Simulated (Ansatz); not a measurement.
# VRe, space group Cmmm: an equation of state with a fit

Computed with Ansatz 0.2.0 through its Python package.

Run as a notebook:

**Cell 1**
```python
import warnings

import ansatz as az
import numpy as np
from pymatgen.analysis.eos import EOS

vectors0 = np.array([
    [1.514847, -2.186668, 0.0],
    [1.514847, 2.186668, 0.0],
    [0.0, 0.0, 4.23057],
])
sites = [
    ('V', (0.5, 0.5, 0.5), 1.5),
    ('Re', (0.0, 0.0, 0.0), 0.0),
]


def build(cell):
    crystal = az.Crystal(lattice=az.Lattice.of(cell))
    for symbol, position, moment in sites:
        crystal = crystal.atom(symbol, position, moment=moment or None)
    return crystal

warnings.simplefilter('ignore', az.DeckWarning)
```

**Cell 2**
```python
volumes, energies = [], []
for scale in np.linspace(0.95, 1.07, 5):
    cell = vectors0 * scale ** (1 / 3)
    model = build(cell).calculation()
    model = model.functional('pbesol')
    model = model.basis(41 * az.Ry).occupations(az.OccupationsMethod.FERMI_DIRAC, width=0.1)
    model = model.spin(az.SpinTreatment.COLLINEAR).scf(tolerance=1e-09)
    model = model.kpoints(11, 11, 7)
    data = model.run(threads=1).report
    volumes.append(abs(np.linalg.det(cell)) / len(sites))
    energies.append(data['free_energy_ev'] / len(sites))
    print(f'V = {volumes[-1]:8.4f} A^3/atom  F = {energies[-1]:.5f} eV/atom')
```
Output:
```text
RunWarning: the starting moments were not kept: the SCF closed with an absolute magnetisation of 4.6e-7 μB, where they sum to 1.5 μB in size (1 site). That is at most 0.1 of that sum. Measured as [...]
V =  13.3129 A^3/atom  F = -6811.52971 eV/atom
V =  13.7334 A^3/atom  F = -6811.54240 eV/atom
V =  14.1538 A^3/atom  F = -6811.53059 eV/atom
V =  14.5742 A^3/atom  F = -6811.49796 eV/atom
V =  14.9946 A^3/atom  F = -6811.44764 eV/atom
```

**Cell 3**
```python
for form in ['murnaghan', 'birch_murnaghan']:
    fit = EOS(eos_name=form).fit(volumes, energies)
    print(f'{form:18s} V0 {fit.v0:8.4f} A^3/atom  B0 {fit.b0_GPa:7.1f} GPa  B1 {fit.b1:5.2f}')
```
Output:
```text
murnaghan          V0  13.7291 A^3/atom  B0   305.0 GPa  B1  4.49
birch_murnaghan    V0  13.7294 A^3/atom  B0   304.9 GPa  B1  4.35
```

A third-order Birch-Murnaghan fit through the 5 points has its minimum at 13.73 Å³ an atom, 2.0 % below the typed cell, with a bulk modulus of 305 GPa and dB/dP = 4.4. From that minimum the energy rises by 12.7 meV an atom on the compressed side and 94.8 meV on the expanded side. The window is off centre, so dB/dP is rough.

Absolute energies stand on the zero of these potentials, so only differences at equal settings mean something. The SCF didn't keep the moments it started from (some shrank, vanished or turned); what is printed is the state reached. Shape and fractional positions are held along the curve, so the bulk modulus is an upper value where they are free to relax. The mesh is modest for a metal, so energies can be off by several to tens of meV an atom and pressures by half a GPa or more; differences at equal mesh fare better. Spin-orbit coupling, which matters for elements this heavy, is left out. This cell is a computed structure, which may not be the phase found in nature. Warnings are shown shortened and without file and line. The script silences the warnings on its input, which a real study should read. Finished in 75 s on 1 thread of Arm Neoverse V2, on a shared host, peak memory 0.63 GiB.
